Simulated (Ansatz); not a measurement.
# C2H8O2SSi, SMILES CS(=O)CO[SiH3]: a single point from an input written key by key

Program: Ansatz 0.2.0, Python API.

Run as a notebook:

**Cell 1**
```python
import ansatz as az
```

**Cell 2**
```python
DECK = """
crystal:
  periodic: [false, false, false]
  atoms:
    - { symbol: C, position_ang: [2.242, -0.3018, -0.0778] }
    - { symbol: S, position_ang: [1.419, 0.8588, 1.035] }
    - { symbol: O, position_ang: [1.4372, 2.2153, 0.3932] }
    - { symbol: C, position_ang: [-0.2599, 0.157, 0.8721] }
    - { symbol: O, position_ang: [-0.6291, 0.0447, -0.493] }
    - { symbol: Si, position_ang: [-2.2217, -0.267, -0.8397] }
    - { symbol: H, position_ang: [1.863, -0.1901, -1.096] }
    - { symbol: H, position_ang: [3.3127, -0.0834, -0.0728] }
    - { symbol: H, position_ang: [2.0835, -1.3238, 0.2741] }
    - { symbol: H, position_ang: [-0.2511, -0.8287, 1.3514] }
    - { symbol: H, position_ang: [-0.9267, 0.8307, 1.4238] }
    - { symbol: H, position_ang: [-2.5955, -1.5426, -0.1825] }
    - { symbol: H, position_ang: [-3.0666, 0.8152, -0.2829] }
    - { symbol: H, position_ang: [-2.4068, -0.3843, -2.3049] }
basis:
  gaussian: { orbitals: cc-pVDZ }
hamiltonian:
  xc: b3lyp
"""
```

**Cell 3**
```python
session = az.Session.from_yaml(DECK)
summary = session.plan(threads=1).execute().report
```

**Cell 4**
```python
for key in ("converged", "free_energy_ev", "reference_energy_ev", "n_frozen", "n_occupied", "n_virtual"):
    print(f"{key:22s} {summary[key]}")
symbols = ["C", "S", "O", "C", "O", "Si", "H", "H", "H", "H", "H", "H", "H", "H"]
```
Output:
```text
converged              True
free_energy_ev         -25011.216845212857
reference_energy_ev    -25011.216845212857
n_frozen               0
n_occupied             [33, 33]
n_virtual              [99, 99]
```

Caveats:
- Total energies depend on the basis set; only differences at equal settings carry meaning.
- The geometry is a force-field or estimated start, not a minimum of this method, and the basis set is short of its limit.
- b3lyp holds the VWN-RPA fit, as in Gaussian; the form of ORCA and Turbomole is b3lyp5.
- It ran for 7.4 s on 1 thread of Intel(R) Xeon(R) Platinum 8259CL CPU @ 2.50GHz (Skylake/Cascade Lake), on a shared host, peak memory 0.36 GiB.

(Lines on the test bed's own set-up are left out of the output.)
